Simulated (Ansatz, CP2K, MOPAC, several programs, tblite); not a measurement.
Energy against volume for an ordered 8-atom cell of In3GaAs4 on the zincblende lattice (I-42m), at fixed shape and fractional coordinates, computed by several methods (PBE and r2SCAN, where shown, with plane waves in Ansatz); the cell shown is that of r2SCAN. With free coordinates or axes held, a curve is too stiff, and on another method's shape its minimum isn't the method's own volume. It is tetragonal, I-42m (No. 121); conventional cell a = 6.000 Å, c = 11.981 Å, 26.95 Å³ an atom. Ga has 4 As at 2.47 Å; As has 1 Ga at 2.47 Å and 3 In at 2.63–2.65 Å; In has 4 As at 2.63 Å; In has 4 As at 2.65 Å. The structure was generated, not taken from experiment, and needn't be the ground state; spin polarisation is off. Energies count from each curve's lowest point; fits are third-order Birch-Murnaghan.

```cif
data_structure
_symmetry_space_group_name_H-M 'I-42m'
_symmetry_Int_Tables_number 121
_cell_length_a 5.9996
_cell_length_b 5.9996
_cell_length_c 11.9809
_cell_angle_alpha 90.000
_cell_angle_beta 90.000
_cell_angle_gamma 90.000
_cell_volume 431.25
loop_
_atom_site_label
_atom_site_type_symbol
_atom_site_symmetry_multiplicity
_atom_site_Wyckoff_symbol
_atom_site_fract_x
_atom_site_fract_y
_atom_site_fract_z
_atom_site_occupancy
Ga1 Ga 2 a 0.00000 0.00000 0.00000 1
As1 As 8 i 0.23709 0.23709 0.11992 1
In1 In 4 d 0.00000 0.50000 0.25000 1
In2 In 2 b 0.50000 0.50000 0.00000 1
```

Question: PBE/SZV (CP2K), on the shape of the cell shown, gives
```
V (Å³/atom)  E (meV/atom)
     23.719        244.40
     25.336        106.61
     26.953         30.28
     28.570          0.00
     30.188          1.49
```
What equilibrium volume and bulk modulus follow?

Answer: V₀ = 29.25 Å³ an atom and B₀ = 51 GPa.

r2SCAN, on the shape of its own relaxed cell:
```
V (Å³/atom)  E (meV/atom)
     25.336         20.56
     26.145          4.81
     26.953          0.00
     27.762          4.41
     28.570         16.46
```
V₀ = 26.95 Å³ an atom and B₀ = 61 GPa.

GFN2-xTB (tblite), on the shape of the cell shown, as a cluster of 64 atoms at the zone centre:
```tsv
V (Å³/atom)	E (meV/atom)
23.719	255.66
25.336	145.26
26.953	70.65
28.570	19.77
30.188	0.00
```
The lowest point is an end point, so the minimum isn't bracketed.

Question: PM7 (MOPAC), on the shape of the cell shown, as a cluster of 64 atoms at the zone centre, gives
```tsv
V (Å³/atom)	E (meV/atom)
23.719	108.16
25.336	17.30
26.953	0.00
28.570	37.14
30.188	114.70
```
What equilibrium volume and bulk modulus follow?

Answer: V₀ = 26.59 Å³ an atom and B₀ = 94 GPa.

Question: PBE/DZVP (CP2K), on the shape of the cell shown, gives
```
V (Å³/atom)  E (meV/atom)
     23.719        167.37
     25.336         62.45
     26.953         10.88
     28.570          0.00
     30.188         16.16
```
What equilibrium volume and bulk modulus follow?

Answer: V₀ = 28.35 Å³ an atom and B₀ = 51 GPa.
